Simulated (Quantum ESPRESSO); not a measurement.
# MoSe (Fm-3m) in Quantum ESPRESSO: reference runs

Reference runs on MoSe: the cell as given.

Program: Quantum ESPRESSO 7.5. These are calculated values, not measurements. Logs are shortened: lines on timing, memory, paths and dates and some standing lists are left out, and cuts for length are marked.

### 1 The crystal as given

The structure is cubic, space group Fm-3m (No. 225). The conventional cell has a = 5.786 Å, b = 5.786 Å, c = 5.786 Å, α = 90.00°, β = 90.00°, γ = 90.00°. Mo (site symmetry m-3m) has 6 Se at 2.89 Å as nearest neighbours. Around Se (site symmetry m-3m) lie 6 Mo at 2.89 Å.

The cell was built by a generator and needn't be a form met in nature.

### 2 Single point, PBE

Input file pw.in:

```
&CONTROL
  calculation = 'scf'
  prefix = 'pwscf'
  outdir = './tmp'
  pseudo_dir = './pseudo'
  tprnfor = .true.
  tstress = .true.
  disk_io = 'nowf'
/
&SYSTEM
  ibrav = 0
  nat = 2
  ntyp = 2
  ecutwfc = 60
  ecutrho = 440
  nbnd = 16
  occupations = 'smearing'
  smearing = 'fd'
  degauss = 0.00367493
/
&ELECTRONS
  conv_thr = 4d-10
  electron_maxstep = 120
  mixing_beta = 0.5
/
ATOMIC_SPECIES
Mo    95.9500 Mo_ONCV_PBE-1.0.oncvpsp.upf
Se    78.9710 Se_pbe_v1.uspp.F.UPF
CELL_PARAMETERS angstrom
   0.0000000000    2.8928795100    2.8928795100
   2.8928795100    0.0000000000    2.8928795100
   2.8928795100    2.8928795100    0.0000000000
ATOMIC_POSITIONS crystal
Mo     0.0000000000    0.0000000000    0.0000000000
Se     0.5000000000    0.5000000000    0.5000000000
K_POINTS automatic
8 8 8 0 0 0
```

Potentials or basis: SSSP 1.3 efficiency PBE.

Started as:

```console
$ OMP_NUM_THREADS=1 pw.x -in pw.in > pw.out
```

pw.out:

```text
This program is part of the open-source Quantum ESPRESSO suite
     for quantum simulation of materials; please cite
[... 9 lines left out ...]
     --------------------
     sticks:   dense  smooth     PW     G-vecs:    dense   smooth      PW
     Sum        1813     979    301                51109    20395    3383

     Using Slab Decomposition

     bravais-lattice index     =            0
     lattice parameter (alat)  =       7.7312  a.u.
     unit-cell volume          =     326.7515 (a.u.)^3
     number of atoms/cell      =            2
     number of atomic types    =            2
     number of electrons       =        20.00
     number of Kohn-Sham states=           16
     kinetic-energy cutoff     =      60.0000  Ry
     charge density cutoff     =     440.0000  Ry
     scf convergence threshold =      4.0E-10
     mixing beta               =       0.5000
     number of iterations used =            8  plain     mixing
     Exchange-correlation= SLA  PW   PBE  PBE
                           (   1   4   3   4   0   0   0)

     celldm(1)=   7.731152  celldm(2)=   0.000000  celldm(3)=   0.000000
     celldm(4)=   0.000000  celldm(5)=   0.000000  celldm(6)=   0.000000

     crystal axes: (cart. coord. in units of alat)
               a(1) = (   0.000000   0.707107   0.707107 )
               a(2) = (   0.707107   0.000000   0.707107 )
               a(3) = (   0.707107   0.707107   0.000000 )

     reciprocal axes: (cart. coord. in units 2 pi/alat)
               b(1) = ( -0.707107  0.707107  0.707107 )
               b(2) = (  0.707107 -0.707107  0.707107 )
               b(3) = (  0.707107  0.707107 -0.707107 )

     PseudoPot. # 1 for Mo read from file:
     Mo_ONCV_PBE-1.0.oncvpsp.upf
     Pseudo is Norm-conserving, Zval = 14.0
     Generated using ONCVPSP code by D. R. Hamann
     Using radial grid of 1526 points,  6 beta functions with:
                l(1) =   0
                l(2) =   0
                l(3) =   1
                l(4) =   1
                l(5) =   2
                l(6) =   2

     PseudoPot. # 2 for Se read from file:
     Se_pbe_v1.uspp.F.UPF
     Pseudo is Ultrasoft + core correction, Zval =  6.0
     Generated by new atomic code, or converted to UPF format
     Using radial grid of  877 points,  6 beta functions with:
                l(1) =   0
                l(2) =   0
                l(3) =   1
                l(4) =   1
                l(5) =   2
                l(6) =   2
     Q(r) pseudized with  8 coefficients,  rinner =    1.300   1.300   1.300
                                                       1.300   1.300

     atomic species   valence    mass     pseudopotential
     Mo               14.00    95.95000     Mo( 1.00)
     Se                6.00    78.97100     Se( 1.00)

     48 Sym. Ops., with inversion, found

   Cartesian axes

     site n.     atom                  positions (alat units)
         1        Mo     tau(   1) = (   0.0000000   0.0000000   0.0000000  )
         2        Se     tau(   2) = (   0.7071068   0.7071068   0.7071068  )

     number of k points=    29  Fermi-Dirac smearing, width (Ry)=  0.0037
                       cart. coord. in units 2pi/alat
        k(    1) = (   0.0000000   0.0000000   0.0000000), wk =   0.0039062
        k(    2) = (   0.0883883   0.0883883  -0.0883883), wk =   0.0312500
        k(    3) = (   0.1767767   0.1767767  -0.1767767), wk =   0.0312500
        k(    4) = (   0.2651650   0.2651650  -0.2651650), wk =   0.0312500
        k(    5) = (  -0.3535534  -0.3535534   0.3535534), wk =   0.0156250
        k(    6) = (   0.1767767   0.0000000   0.0000000), wk =   0.0234375
[... 21 lines left out ...]
        k(   28) = (  -0.7071068   0.1767767  -0.0000000), wk =   0.0468750
        k(   29) = (  -0.7071068   0.3535534   0.0000000), wk =   0.0234375

     Dense  grid:    51109 G-vectors     FFT dimensions: (  54,  54,  54)

     Smooth grid:    20395 G-vectors     FFT dimensions: (  40,  40,  40)

     Initial potential from superposition of free atoms

     starting charge      19.9989, renormalised to      20.0000
     Starting wfcs are   14 randomized atomic wfcs +    2 random wfcs

     Self-consistent Calculation

     iteration #  1     ecut=    60.00 Ry     beta= 0.50
     Davidson diagonalization with overlap
     ethr =  1.00E-02,  avg # of iterations =  4.0

     Threshold (ethr) on eigenvalues was too large:
     Diagonalizing with lowered threshold

     Davidson diagonalization with overlap
     ethr =  8.71E-05,  avg # of iterations =  2.8

     total energy              =    -180.57636134 Ry
     estimated scf accuracy    <       0.01640523 Ry

     iteration #  2     ecut=    60.00 Ry     beta= 0.50
     Davidson diagonalization with overlap
     ethr =  8.20E-05,  avg # of iterations =  2.4

     total energy              =    -180.57942715 Ry
     estimated scf accuracy    <       0.01739651 Ry

     iteration #  3     ecut=    60.00 Ry     beta= 0.50
     Davidson diagonalization with overlap
     ethr =  8.20E-05,  avg # of iterations =  1.9

     total energy              =    -180.58233000 Ry
     estimated scf accuracy    <       0.00072921 Ry
[... 19 lines left out ...]
     total energy              =    -180.58237411 Ry
     estimated scf accuracy    <       0.00000115 Ry

     iteration #  7     ecut=    60.00 Ry     beta= 0.50
     Davidson diagonalization with overlap
     ethr =  5.74E-09,  avg # of iterations =  2.9

     total energy              =    -180.58237447 Ry
     estimated scf accuracy    <          2.4E-09 Ry

     iteration #  8     ecut=    60.00 Ry     beta= 0.50
     Davidson diagonalization with overlap
     ethr =  1.21E-11,  avg # of iterations =  5.6

     End of self-consistent calculation

          k = 0.0000 0.0000 0.0000 (  2637 PWs)   bands (ev):

   -51.5035 -25.5263 -25.5263 -25.5263  -4.2657   7.9140   7.9140   7.9140
     8.7982   8.7982   8.7982   8.9747   8.9747  10.7000  18.2799  19.9902

          k = 0.0884 0.0884-0.0884 (  2601 PWs)   bands (ev):

   -51.5034 -25.5302 -25.5267 -25.5267  -4.1680   6.8431   7.2500   7.2500
     8.9432   8.9432   9.0776   9.8027   9.8027  11.6606  17.7803  19.3936

          k = 0.1768 0.1768-0.1768 (  2569 PWs)   bands (ev):

   -51.5029 -25.5397 -25.5278 -25.5278  -3.9157   5.4111   6.4899   6.4899
     9.2778   9.2778   9.3909  11.0607  11.0607  13.0284  16.6960  17.8351

          k = 0.2652 0.2652-0.2652 (  2563 PWs)   bands (ev):

   -51.5025 -25.5492 -25.5288 -25.5288  -3.6339   4.3645   6.0024   6.0024
     9.6664   9.6664   9.8474  12.1979  12.1979  12.9605  16.3824  16.3824

          k =-0.3536-0.3536 0.3536 (  2536 PWs)   bands (ev):

   -51.5023 -25.5531 -25.5293 -25.5293  -3.5061   3.9765   5.8361   5.8361
     9.8496   9.8496  10.1692  12.4752  12.7443  12.7443  15.7146  15.7146

          k = 0.1768 0.0000 0.0000 (  2585 PWs)   bands (ev):

   -51.5033 -25.5298 -25.5277 -25.5277  -4.1405   6.3868   7.4590   7.4590
     8.6386   9.0429   9.4086   9.4086   9.7461  12.2591  18.0152  18.8212

          k = 0.2652 0.0884-0.0884 (  2584 PWs)   bands (ev):

   -51.5029 -25.5368 -25.5291 -25.5285  -3.9529   5.5185   6.7213   6.8925
     8.7524   9.3199   9.6287  10.1384  10.6752  13.6551  16.7075  17.5127

          k = 0.3536 0.1768-0.1768 (  2559 PWs)   bands (ev):

   -51.5025 -25.5459 -25.5302 -25.5300  -3.6949   4.6918   6.0336   6.2918
     9.1163   9.7258   9.9396  11.0966  11.6842  14.1621  15.4235  17.2647

          k =-0.2652-0.4419 0.4419 (  2558 PWs)   bands (ev):

   -51.5022 -25.5513 -25.5315 -25.5303  -3.5192   4.1967   5.7746   5.9386
     9.5821   9.8879  10.1245  11.8306  12.0666  13.6627  15.2761  16.5361

          k =-0.1768-0.3536 0.3536 (  2562 PWs)   bands (ev):

   -51.5023 -25.5500 -25.5322 -25.5293  -3.5542   4.2848   5.8859   5.9038
     9.6850   9.7204  10.0445  11.3610  12.6615  13.4297  15.9363  16.2682

          k =-0.0884-0.2652 0.2652 (  2571 PWs)   bands (ev):

   -51.5027 -25.5430 -25.5314 -25.5278  -3.7727   4.9361   6.1321   6.3747
     9.3117   9.4408   9.8405  10.4693  12.1696  13.7107  16.4729  16.8875

          k = 0.0000-0.1768 0.1768 (  2593 PWs)   bands (ev):

   -51.5031 -25.5347 -25.5292 -25.5267  -4.0236   5.9140   6.6336   7.0292
     9.0124   9.2573   9.4955   9.5939  10.9922  12.8082  17.3271  17.6300

          k = 0.3536 0.0000 0.0000 (  2557 PWs)   bands (ev):

   -51.5027 -25.5382 -25.5311 -25.5311  -3.8668   5.1738   7.0251   7.0251
     8.2853   9.2132  10.0751  10.0751  10.2150  14.4314  16.1113  17.7761

          k = 0.4419 0.0884-0.0884 (  2566 PWs)   bands (ev):

   -51.5024 -25.5439 -25.5332 -25.5326  -3.7017   4.8828   6.4166   6.6653
     8.4685   9.6215  10.1283  10.3348  10.8754  13.6339  16.2429  17.5303

          k =-0.1768-0.5303 0.5303 (  2554 PWs)   bands (ev):

   -51.5021 -25.5478 -25.5362 -25.5327  -3.5492   4.7320   5.7432   6.2258
     8.9601   9.9761  10.1571  10.9271  11.1028  13.5017  15.7661  17.6449

          k =-0.0884-0.4419 0.4419 (  2564 PWs)   bands (ev):

   -51.5021 -25.5474 -25.5387 -25.5313  -3.5052   4.6117   5.6242   5.9649
     9.5410   9.8164  10.0364  10.6450  11.9322  13.9397  15.8701  17.1541

          k = 0.0000-0.3536 0.3536 (  2570 PWs)   bands (ev):

   -51.5023 -25.5452 -25.5369 -25.5293  -3.6009   4.6339   5.9385   5.9707
     9.5234   9.7784  10.1122  10.1223  12.5997  14.0866  16.2385  16.5414

          k = 0.5303-0.0000 0.0000 (  2562 PWs)   bands (ev):

   -51.5021 -25.5463 -25.5346 -25.5346  -3.6529   4.9216   6.8510   6.8510
     7.9684   9.3926  10.2350  10.2350  10.5673  12.3317  17.6928  17.8531

          k =-0.0884-0.6187 0.6187 (  2554 PWs)   bands (ev):

   -51.5019 -25.5480 -25.5371 -25.5351  -3.5769   5.0460   6.2390   6.6086
     8.2939   9.8400  10.1920  10.1978  10.6128  12.1303  17.3054  17.9807

          k = 0.0000-0.5303 0.5303 (  2574 PWs)   bands (ev):

   -51.5019 -25.5456 -25.5416 -25.5337  -3.5157   5.2962   5.3225   6.2298
     8.9025  10.0048  10.2358  10.3554  10.8351  13.1607  16.7147  17.4019

          k =-0.7071 0.0000 0.0000 (  2538 PWs)   bands (ev):

   -51.5019 -25.5495 -25.5360 -25.5360  -3.5877   5.0735   6.8227   6.8227
     7.8459   9.4698  10.1876  10.1876  10.4589  11.4970  17.6775  18.4904

          k = 0.3536 0.1768 0.0000 (  2560 PWs)   bands (ev):

   -51.5026 -25.5416 -25.5328 -25.5293  -3.7751   4.9937   6.3225   6.5374
     8.9016   9.5393  10.0252  10.0524  11.4684  14.5957  15.4911  16.9549

          k =-0.2652-0.4419 0.6187 (  2562 PWs)   bands (ev):

   -51.5022 -25.5468 -25.5354 -25.5308  -3.5855   4.6272   5.8865   6.0892
     9.2410   9.8392  10.0871  10.5578  11.8930  14.5766  15.0164  16.9185

          k =-0.1768-0.3536 0.5303 (  2560 PWs)   bands (ev):

   -51.5021 -25.5491 -25.5360 -25.5316  -3.5030   4.4917   5.6943   5.9319
     9.5943   9.7273  10.1067  11.1117  11.5821  14.4195  15.1693  17.2304

          k =-0.1768-0.5303 0.7071 (  2574 PWs)   bands (ev):

   -51.5021 -25.5462 -25.5365 -25.5338  -3.5942   4.8993   6.1960   6.2773
     8.7145   9.7815  10.1587  10.2292  11.0632  13.1022  16.6985  17.1453

          k =-0.0884-0.4419 0.6187 (  2565 PWs)   bands (ev):

   -51.5019 -25.5459 -25.5400 -25.5344  -3.5141   5.0618   5.6095   6.0251
     9.1690   9.8857  10.1679  10.4412  10.7012  13.9750  16.2875  17.2743

          k = 0.0000-0.3536 0.5303 (  2557 PWs)   bands (ev):

   -51.5020 -25.5450 -25.5411 -25.5328  -3.5100   4.8588   5.6509   5.9103
     9.6193   9.6462  10.1591  10.2280  11.3475  14.8563  15.5150  16.8517

          k =-0.7071 0.1768-0.0000 (  2564 PWs)   bands (ev):

   -51.5019 -25.5475 -25.5380 -25.5362  -3.5444   5.1869   6.0785   6.2042
     8.6511   9.9107  10.1041  10.1884  10.4419  12.6559  17.2741  17.8334

          k =-0.7071 0.3536 0.0000 (  2580 PWs)   bands (ev):

   -51.5019 -25.5428 -25.5428 -25.5363  -3.5000   5.5541   5.5541   5.5599
     9.6342   9.6342  10.1892  10.1996  10.2846  14.8981  16.5726  17.0882

     the Fermi energy is     9.8705 ev

!    total energy              =    -180.58237449 Ry
     estimated scf accuracy    <          1.5E-10 Ry
     smearing contrib. (-TS)   =      -0.00350166 Ry
     internal energy E=F+TS    =    -180.57887283 Ry

     The total energy is F=E-TS. E is the sum of the following terms:
     one-electron contribution =     -55.20645304 Ry
     hartree contribution      =      33.68155281 Ry
     xc contribution           =     -45.02249785 Ry
     ewald contribution        =    -114.03147475 Ry

     convergence has been achieved in   8 iterations

     Forces acting on atoms (cartesian axes, Ry/au):

     atom    1 type  1   force =    -0.00000000   -0.00000000    0.00000000
     atom    2 type  2   force =     0.00000000   -0.00000000   -0.00000000

     Total force =     0.000000     Total SCF correction =     0.000000

     Computing stress (Cartesian axis) and pressure

          total   stress  (Ry/bohr**3)                   (kbar)     P=     -204.35
  -0.00138913  -0.00000000   0.00000000         -204.35       -0.00        0.00
  -0.00000000  -0.00138913  -0.00000000           -0.00     -204.35       -0.00
   0.00000000   0.00000000  -0.00138913            0.00        0.00     -204.35

=------------------------------------------------------------------------------=
   JOB DONE.
=------------------------------------------------------------------------------=
```

Run time: 19 s. Hardware: 1 thread of Intel Xeon Platinum 8488C (Sapphire Rapids), shared host; peak memory 0.23 GiB.

What came out:

| Property | Result |
| --- | --- |
| Free energy | -2456.9484 eV |
| Pressure | -20.4 GPa |
| Band gap on the k mesh | none (metal or under the smearing width) |

Caveat: so large a pressure means that the cell lies far from this level's equilibrium, or that cutoff or potentials fall short.
